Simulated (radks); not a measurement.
# Co¹⁵⁺ in [Ne] 3s2: an all-electron calculation

One table from this session's results is given with a row withheld; the runs are named, their logs left out.

The numbers are computed with radks (a radial shooting solver on a logarithmic mesh, Libxc functionals) version 1 (Dirac Kohn-Sham, LDA (Slater exchange, Perdew-Wang correlation), spin-unpolarised, spherical densities, point nucleus), except any that are marked as measured or tabulated.

## Starting point

```
element       : cobalt (Z = 27)
charge        : +15
electrons     : 12
configuration : [Ne] 3s2
```

The outer shells:

Co¹⁵⁺
```
[Ne] core
3s [↑↓]
```

The first run:

Settings of this run:

```text
Z 27
configuration [Ne] 3s2
relativity Dirac
functional lda,pw
spin unpolarised
j_filling energy
nucleus point
c 137.035999084
```

Command:

```sh
$ python run_ks.py task.json out
```

The same process makes all the runs of this session.

One table of the session follows, with a row left open; its other results are not shown here.

It belongs to the step «Orbitals and density». From the orbitals of this run (lengths in bohr):

```
level      <r>  outermost maximum (interpolated)  90 % within  nodes
1s1/2  0.05626                            0.0368        0.100      0
2s1/2        ?                                 ?            ?      ?
2p1/2   0.2195                             0.169        0.359      0
2p3/2   0.2225                             0.171        0.363      0
3s1/2   0.6475                             0.605        0.941      2
```

Q: Estimate the row for 2s1/2 from the others.

The run gave: <r>: 0.2525; outermost maximum (interpolated): 0.212; 90 % within: 0.390; nodes: 1. In the column «<r>» it lies between 2p3/2 (0.2225) and 3s1/2 (0.6475).
